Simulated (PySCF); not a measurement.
# A diatomic session: Ga2

What are the lowest state that PBE0 finds, the bond length, vibrational wavenumber and bond energy of Ga2, and how much do these hang on the method?

Program: PySCF 2.14.0. Level of theory: Ga cc-pVDZ-PP with ECP10, scalar-relativistic core potentials. These are calculated values, not measurements.

## 1. Input

Settings of the job:

```
atoms                         : Ga, Ga
charge                        : 0
basis                         : Ga cc-pVDZ-PP with ECP10
Hamiltonian                   : scalar-relativistic core potentials
basis functions               : 46
electrons treated             : 42
masses in u                   : 68.9256, 68.9256
levels                        : PBE0, PBE, r²SCAN, MN15, r²SCAN0, BP86, HF, MP2, SCS-MP2, CCSD, CCSD(T)
grid                          : 80 radial by 434 angular points
occupations                   : held fixed by the projection of orbital angular momentum
dissociation limit            : Ga + Ga, each in its ground configuration
starting distance in angstrom : 2.410
values of 2S to try           : 0, 2
```

On the command line:

```
$ OMP_NUM_THREADS=1 python dia.py task.json out
```

Further steps of the session: First curve: PBE0; Excited determinants; PBE (GGA); r²SCAN (meta-GGA); MN15 (hybrid meta-GGA); r²SCAN0; BP86; UHF (mean field); MP2 and coupled cluster.

Before running it: what results should come out? Wanted: for each run, Re; ωe; De.

The runs gave:

Lowest PBE0 solution found, without spin–orbit coupling: ³Πu (triplet), unpaired electrons σ ↑, π ↑. State 2 has its PBE0 minimum 0.12 eV higher. State 3 has its PBE0 minimum 0.17 eV higher, as a spin-mixed determinant (⟨S²⟩ = 1.01), so this is no gap between pure states. State 4 has its PBE0 minimum 0.31 eV higher, as a spin-mixed determinant (⟨S²⟩ = 1.01), so this is no gap between pure states. The other levels ran on the lowest alone.

```
      level  Re (Å)  ωe (cm⁻¹)  De (eV)
        UHF   2.755      165.9     0.69
    UHF-MP2   2.703      177.5     1.21
UHF-SCS-MP2   2.705      178.8     1.06
   UHF-CCSD   2.731      169.7     1.14
UHF-CCSD(T)   2.729      169.3     1.22
        PBE   2.760      151.3     1.53
       BP86   2.766      148.6     1.49
     r²SCAN   2.708      160.7     1.53
       PBE0   2.718      163.6     1.42
    r²SCAN0   2.693      168.0     1.43
       MN15   2.758      153.1     1.45
```

De is counted to Ga + Ga in their ground configurations.

Differences from CCSD(T) in the same basis:

```
      level  Re (mÅ)  ωe (%)
        UHF      +26    -2.0
    UHF-MP2      -26    +4.8
UHF-SCS-MP2      -25    +5.6
   UHF-CCSD       +2    +0.2
        PBE      +31   -10.6
       BP86      +37   -12.2
     r²SCAN      -21    -5.1
       PBE0      -11    -3.4
    r²SCAN0      -36    -0.7
       MN15      +29    -9.6
```

**Reading.** Judged by CCSD(T) in the same basis: best bond length UHF-CCSD (+2 mÅ), worst BP86 (+37 mÅ); best wavenumber UHF-CCSD (+0.2 %), worst BP86 (-12.2 %). CCSD(T) in a basis this small is itself some way from its limit, more so than the functionals. Among the levels with a De in the table, it runs from 0.69 eV (UHF) to 1.53 eV (r²SCAN).

Correlated steps freeze 8 core orbitals.
